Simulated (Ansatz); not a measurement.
**C₂H₈OSi₂: a ladder of functionals and wavefunction methods**

Aim: compute C₂H₈OSi₂ with functionals from several rungs and with coupled cluster. The yardstick is the atomisation energy at the CCSD(T) limit.

Program: Ansatz 0.2.0, Gaussian basis. Level of theory: functionals in def2-TZVPP, the program's frozen cores in correlated methods. These are calculated values, not measurements.

The runs, in order: PBE-D4, r2SCAN-D4, PBE0-D4, B3LYP-D4, ωB97X-V, ωB97M-V, B2PLYP; CCSD(T)/def2-TZVPP; MP2/def2-QZVPP; extrapolation to the limit.

## Step 1: The geometry

An earlier PBE0-D4 in a triple-zeta def2 set relaxation fixed the geometry.

SMILES `C[SiH]1CO[SiH2]1`, 13 atoms, charge 0, spin multiplicity 1.

Atoms are counted from 1 here; the program's logs count them from 0.

Bond lengths: C1–Si2 1.871 Å, C1–H6 1.093 Å, C1–H7 1.093 Å, C1–H8 1.092 Å, Si2–C3 1.928 Å, Si2–Si5 2.325 Å, Si2–H9 1.491 Å, C3–O4 1.446 Å, C3–H10 1.095 Å, C3–H11 1.094 Å, O4–Si5 1.675 Å, Si5–H12 1.490 Å, Si5–H13 1.492 Å. Angles: Si2–C1–H6 110.7°, Si2–C1–H7 110.8°, Si2–C1–H8 110.8°, H6–C1–H7 107.9°, H6–C1–H8 108.2°, H7–C1–H8 108.4°, C1–Si2–C3 115.9°, C1–Si2–Si5 121.7°, C1–Si2–H9 110.1°, C3–Si2–Si5 71.6°, C3–Si2–H9 113.5°, Si5–Si2–H9 118.7°, Si2–C3–O4 101.3°, Si2–C3–H10 114.1°, Si2–C3–H11 114.5°, O4–C3–H10 109.4°, O4–C3–H11 109.5°, H10–C3–H11 107.8° and more.

## Step 2: PBE-D4 (GGA)

Input file in.yaml:

```yaml
crystal:
  periodic: [false, false, false]
  atoms:
    - {symbol: C, position_ang: [-2.007867, 0.059172, 0.280573]}
    - {symbol: Si, position_ang: [-0.227926, -0.443031, 0.566617]}
    - {symbol: C, position_ang: [0.795356, -0.857795, -1.013726]}
    - {symbol: O, position_ang: [1.808049, 0.173676, -0.975403]}
    - {symbol: Si, position_ang: [1.516461, 1.085301, 0.398814]}
    - {symbol: H, position_ang: [-2.445827, 0.467689, 1.194321]}
    - {symbol: H, position_ang: [-2.609083, -0.801371, -0.023921]}
    - {symbol: H, position_ang: [-2.075886, 0.820418, -0.499341]}
    - {symbol: H, position_ang: [-0.157212, -1.499526, 1.616184]}
    - {symbol: H, position_ang: [0.228248, -0.776077, -1.947127]}
    - {symbol: H, position_ang: [1.275549, -1.841080, -0.998977]}
    - {symbol: H, position_ang: [2.669122, 1.061314, 1.343314]}
    - {symbol: H, position_ang: [1.251114, 2.516609, 0.073472]}
basis:
  gaussian: {orbitals: def2-TZVPP}
hamiltonian: {xc: pbe, dispersion: d4}
output: {forces: true, orbitals: {seedname: orbitals}}
```

Started as:

```
$ ansatz run in.yaml --threads 4 --pin off --events-out ev --progress --plain --max-ram 10444MiB
```

Further steps of the session: r2SCAN-D4 (meta-GGA); PBE0-D4 (hybrid); B3LYP-D4 (hybrid); ωB97X-V (range-separated); ωB97M-V (range-separated); B2PLYP (double hybrid); CCSD(T) in def2-TZVPP; MP2 in def2-QZVPP.

Before running them: what should the planned runs give, taken together? Wanted: atomisation energy, CCSD(T)/CBS; farthest; mean size of error, hybrid; mean size of error, range-separated; gap, smallest and largest; T1 diagnostic; triples share of the correlation energy.

**Answer**, as computed:

```
                               quantity                                  value
        atomisation energy, CCSD(T)/CBS                          4677.6 kJ/mol
 functionals within 23.4 kJ/mol (0.5 %)  r2SCAN-D4, PBE0-D4, B3LYP-D4, ωB97M-V
                               farthest                  B2PLYP (-64.5 kJ/mol)
             mean size of error, hybrid                            11.2 kJ/mol
    mean size of error, range-separated                            16.5 kJ/mol
              gap, smallest and largest   5.19 eV (PBE-D4), 11.41 eV (ωB97X-V)
                          T1 diagnostic                                 0.0123
triples share of the correlation energy                                  3.8 %
```

**Reading.** PBE-D4 misses by +45.3 kJ/mol. Double hybrids carry the basis error of their MP2 part in triple zeta, and no dispersion term here, so their miss is partly the set-up's. Misses under about 23.4 kJ/mol are within the doubt on the reference itself, which lacks core-valence correlation, relativity and higher excitations. Hartree-Fock recovers 74 % of the binding; the rest is correlation. The gap grows from 5.2 to 11.4 eV across the functionals, mostly with the share of exact exchange.
